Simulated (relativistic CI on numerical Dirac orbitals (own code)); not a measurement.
**Rb III (Rb²⁺): levels and lines**

Aim: the low levels of Rb²⁺, their labels and the strongest lines. Configurations built on the next ion are tied to the tabulated ionisation energy.

The numbers are computed with relativistic CI on numerical Dirac orbitals (own code) version 3 (Dirac-Coulomb-Breit CI, KLI orbitals optimised for each configuration, model QED (radiative potential, 1s self-energy scaled to tabulated hydrogen-like ionisation energies), valence Slater integrals scaled by 0.85, P86 correlation estimate, and configurations built on the next ion tied to the tabulated ionisation energy (semi-empirical)), except any that are marked as measured or tabulated.

## (1) The system

- ion: Rb²⁺ (Rb III)
- nuclear charge: 37
- electrons: 35
- isotope: A = 85
- first configuration typed: [Ar] 3d10 4s2 4p5

The outer shells:

first configuration typed
```
[Ar] core
3d [↑↓][↑↓][↑↓][↑↓][↑↓]
4s [↑↓]
4p [↑↓][↑↓][↑ ]
```

## (2) The main run

The run's settings:

```ini
atom Rb  Z=37  charge=2  electrons=35
nucleus A=85  rms_radius_fm=4.2036
hamiltonian dirac-coulomb  breit=on  qed=on  c_scale=1
orbitals kli  potential=per-configuration
slater_scale 0.85
correlation anchor
mixing on
configurations
  [Ar] 3d10 4s2 4p5
  [Ar] 3d10 4s2 4p4 4d
  [Ar] 3d10 4s2 4p4 5s
  [Ar] 3d10 4s2 4p4 5p
  [Ar] 3d10 4s2 4p4 5d
  [Ar] 3d10 4s2 4p4 6s
  [Ar] 3d10 4s2 4p4 4f
  [Ar] 3d10 4s2 4p4 5f
  [Ar] 3d10 4s 4p6
  [Ar] 3d10 4s2 4p3 4d2
  [Ar] 3d10 4s 4p5 4d
  [Ar] 3d10 4s 4p5 4f
  [Ar] 3d10 4s2 4p4 6p
  [Ar] 3d10 4s2 4p3 4f2
  [Ar] 3d10 4s2 4p4 6d
  [Ar] 3d10 4s2 4p4 5g
  [Ar] 3d10 4s2 4p4 6f
  [Ar] 3d10 4p5 4d2
  [Ar] 3d10 4s 4p5 5s
  [Ar] 3d10 4s2 4p3 4d 4f
end
```

Started as:

```
python run_levels.py task.json out
```

The settings of every run stand in task.json; they run in order.

Q: Predict the outcome of this session. Wanted: lowest level; first excitation; lowest level of the other parity; fastest E1 line; mean error of paired levels.

**Answer**, as computed:

| quantity | value |
| --- | --- |
| lowest level | 4p5 2P°3/2 |
| first excitation | 4p5 2P°1/2, 7269.5 cm⁻¹ |
| lowest level of the other parity | 4s 4p6 2S1/2, 138536 cm⁻¹ |
| levels in the model | 1089 |
| fastest E1 line (by rate) to the lowest level among the lowest 271 of 1089 levels | 47.67 nm, from 4p4 4d 2D5/2 (iii) |
| mean error of paired levels | 1999 cm⁻¹ over 43 |

**Reading.** The lowest level is 4p5 2P°3/2, 98 % pure in LS and 98 % in jj coupling; over the low levels the means are 84 and 61 %, so LS coupling describes them better. Only configurations built on the next ion are tied to the tabulated ionisation energy; the others can be misplaced by 10,000 cm⁻¹ or more. Lifetimes count radiative decay inside the model alone.
